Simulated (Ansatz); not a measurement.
**C₄H₄F₄: how energies converge with the basis set**

How large a basis does C₄H₄F₄ need? Two functionals are run in growing sets.

Method: one geometry, several basis sets; program: Ansatz 0.2.0, Gaussian basis.

Levels to be run: PBE0-D4/def2-SVP; ωB97M-V/def2-SVP; PBE0-D4/def2-QZVPP; ωB97M-V/def2-QZVPP; the functionals' def2-TZVPP values are taken from earlier runs.

### Step 1. The geometry

The geometry comes from an earlier relaxation with PBE0-D4 in a triple-zeta def2 set; it is a stationary point, not always the lowest conformer.

SMILES `FC(F)/C=C\C(F)F`, 12 atoms, charge 0, spin multiplicity 1.

Atoms are counted from 1 here; the program's logs count them from 0.

Bond lengths: F1–C2 1.356 Å, C2–F3 1.360 Å, C2–C4 1.498 Å, C2–H9 1.094 Å, C4–C5 1.324 Å, C4–H10 1.084 Å, C5–C6 1.498 Å, C5–H11 1.084 Å, C6–F7 1.360 Å, C6–F8 1.356 Å, C6–H12 1.094 Å. Angles: F1–C2–F3 107.4°, F1–C2–C4 109.2°, F1–C2–H9 108.0°, F3–C2–C4 110.8°, F3–C2–H9 107.6°, C4–C2–H9 113.7°, C2–C4–C5 125.2°, C2–C4–H10 114.7°, C5–C4–H10 120.1°, C4–C5–C6 125.2°, C4–C5–H11 120.1°, C6–C5–H11 114.7°, C5–C6–F7 110.8°, C5–C6–F8 109.2°, C5–C6–H12 113.7°, F7–C6–F8 107.4°, F7–C6–H12 107.6°, F8–C6–H12 108.0°.

### Step 2. PBE0-D4 in def2-SVP

in.yaml

```yaml
crystal:
  periodic: [false, false, false]
  atoms:
    - {symbol: F, position_ang: [2.331280, 0.914686, 1.299882]}
    - {symbol: C, position_ang: [1.065628, 0.824387, 0.820704]}
    - {symbol: F, position_ang: [0.260163, 0.485993, 1.863519]}
    - {symbol: C, position_ang: [1.018703, -0.221667, -0.250218]}
    - {symbol: C, position_ang: [-0.085988, -0.749780, -0.753416]}
    - {symbol: C, position_ang: [-1.480484, -0.386039, -0.345322]}
    - {symbol: F, position_ang: [-1.644146, 0.964499, -0.333113]}
    - {symbol: F, position_ang: [-2.355362, -0.891372, -1.250218]}
    - {symbol: H, position_ang: [0.761990, 1.817748, 0.477517]}
    - {symbol: H, position_ang: [1.988440, -0.537672, -0.618467]}
    - {symbol: H, position_ang: [-0.022311, -1.514205, -1.519877]}
    - {symbol: H, position_ang: [-1.760913, -0.761777, 0.643007]}
basis:
  gaussian: {orbitals: def2-SVP}
hamiltonian: {xc: pbe0, dispersion: d4}
output: {orbitals: {seedname: orbitals}}
```

Started as:

```console
$ ansatz run in.yaml --threads 4 --pin off --events-out ev --progress --plain --max-ram 11315MiB
```

Further steps of the session: ωB97M-V in def2-SVP; PBE0-D4 in def2-QZVPP; ωB97M-V in def2-QZVPP.

Before running them: what should the planned runs give, taken together? Wanted: PBE0-D4: double and triple zeta above quadruple; ωB97M-V: double and triple zeta above quadruple.

**Answer**, as computed:

| quantity | value |
| --- | --- |
| PBE0-D4: double and triple zeta above quadruple | 18.69, 0.77 eV |
| ωB97M-V: double and triple zeta above quadruple | 19.11, 0.73 eV |

**Reading.** For PBE0-D4 the step from double to triple zeta gains 17.92 eV and the next only 0.77 eV. These are total energies; as a rule much of such shifts cancels in differences, which this series doesn't test.
